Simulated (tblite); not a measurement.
# C2H11N3Si3: the cost of one run

Programs: tblite 0.8.0 and PySCF 2.14.0, with density-fitted response routines of our own. Each step states its level of theory. These are calculated values for one molecule in the gas phase, unless marked as measured. Atoms count from 0, in the outputs and in this text.

## (1) The molecule as given

19 atoms, charge 0, multiplicity 1; geometry from: force field or distance geometry start.

Bonds of the start (Å): C0–N1 1.46, N1–Si2 1.68, Si2–C3 1.89, C3–N4 1.16, Si2–N5 1.69, N5–Si6 1.69, N5–Si7 1.69, C0–H8 1.09, C0–H9 1.09, C0–H10 1.09, N1–H11 1.02, Si2–H12 1.48, Si6–H13 1.48, Si6–H14 1.47, Si6–H15 1.47, Si7–H16 1.48, Si7–H17 1.48, Si7–H18 1.49.

## (2) Optimising the geometry with GFN2-xTB

What the job is given:

```
{"job": {"kind": "relax", "xc": "GFN2-xTB", "basis": "xTB"}, "charge": 0, "multiplicity": 1}
C      2.995000     0.270600     0.550500
N      1.555700     0.145800     0.788200
Si     0.363700     0.247800    -0.397800
C      0.512400    -1.003600    -1.802200
N      0.592900    -1.788900    -2.647800
N     -1.054600     0.299000     0.528500
Si    -2.272700     1.048600    -0.375300
Si    -1.569100    -1.249600     0.954100
H      3.244900     1.267800     0.177300
H      3.532000     0.115500     1.489500
H      3.338800    -0.476500    -0.167300
H      1.285100     0.781800     1.539000
H      0.590700     1.609700    -0.933700
H     -3.521600     1.101100     0.413800
H     -2.503100     0.340700    -1.648100
H     -1.875200     2.442100    -0.649600
H     -1.915800    -2.040000    -0.252600
H     -0.536300    -1.962600     1.731700
H     -2.772600    -1.140000     1.821900
```

On the command line:

```bash
$ OMP_NUM_THREADS=1 python probes_run.py task.json out
```

This one command runs all jobs of the session in turn.

Q: Estimate the wall time and peak memory of this first job on 1 thread of Arm Neoverse N1, shared host.

About 1.5 s, with a peak of 0.18 GiB.
